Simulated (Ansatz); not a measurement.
GaCuSe2:

```xyz
8
Lattice="-2.8096 2.8096 5.5130 2.8096 -2.8096 5.5130 2.8096 2.8096 -5.5130" Properties=species:S:1:pos:R:3 pbc="T T T"
Se    1.4048   -1.4013    4.1348
Se    1.4013    1.4048    6.8913
Se    1.4048    4.2108   -1.3783
Se    1.4083    1.4048    1.3783
Ga    2.8096    0.0000    2.7565
Ga    0.0000    0.0000    5.5130
Cu    0.0000    2.8096    2.7565
Cu    0.0000    0.0000    0.0000
```

Base run:

| Property | Result |
| --- | --- |
| Program | Ansatz 0.2.0 |
| Functional | PBE |
| Potentials or basis | all-electron LAPW, scalar-relativistic |
| Cutoff | 297 eV (chosen from the basis error) |
| Basis error allowed | 0.002 eV/atom |
| k mesh | 7 × 7 × 7 |
| Occupations | fermi-dirac, width 0.05 eV |
| Spin | no spin polarisation |

Its results: band gap on the k mesh 0.24 eV, direct; pressure 2.9 GPa; largest force 0.389 eV/Å.

**Question.** The run is repeated on the same cell with these changes: functional from PBE to PBEsol. What comes out?

**Answer.** Band gap on the k mesh 0.16 eV, direct; pressure -0.7 GPa; largest force 0.432 eV/Å.

PBEsol binds more tightly than PBE, so the same cell stands under less pressure.
